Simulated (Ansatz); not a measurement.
# ZrN+ (triplet): wave-function methods side by side, def2-QZVPP

An exercise on one series of results from a longer session: the logs are not shown, and one member is left open.

Computed with Ansatz 0.2.0, Gaussian basis. Level: def2-QZVPP, core rule «outside noble gas», up to 5 orbitals frozen.

The runs, in order: UHF; ROHF; CCSD(T) on UHF.

2 further runs of the same task are left out: 2 set aside as unsound or not needed. Runs told in other sessions of the task aren't counted.

**The system**

The geometry is a PBE0/def2-TZVP stationary point (not a proven minimum) of the parent state, kept for this charge and spin. No spin-orbit coupling is included. Elements past krypton take def2 core potentials.

2 atoms, charge 1, spin multiplicity 3.

Atoms are counted from 1 here; the program's logs count them from 0.

Bond lengths: Zr1–N2 1.647 Å.

The first run:

in.yaml

```yaml
crystal:
  periodic: [false, false, false]
  atoms:
    - {symbol: Zr, position_ang: [0.000000, 0.000000, 0.000000]}
    - {symbol: N, position_ang: [0.000000, 0.000000, 1.647000]}
basis:
  gaussian: {orbitals: "def2-QZVPP.json"}
total_charge: 1
magnetization: {spin_polarized: true, initial_magnetization: 2}
hamiltonian: {xc: hf}
output: {orbitals: {seedname: orbitals}}
```

The run is started by

```sh
$ ansatz run in.yaml --threads 1 --pin off --events-out ev --progress --plain --max-ram 2816MiB --backend cpu
```

Steps of the session up to this table: UHF; ROHF; CCSD(T) on UHF.

One table of the session follows, with a row left open; its other results are not shown here.

| method | from UCCSD(T) (kcal/mol) |
| --- | --- |
| ROHF | ? |
| UHF | +169.95 |
| UMP2 | +8.80 |
| UCCSD | +10.05 |
| UCCSD(T) | 0 |

Estimate the missing values for ROHF.

**Answer.** from UCCSD(T) (kcal/mol): +175.87. In the column «from UCCSD(T) (kcal/mol)» it is the highest.
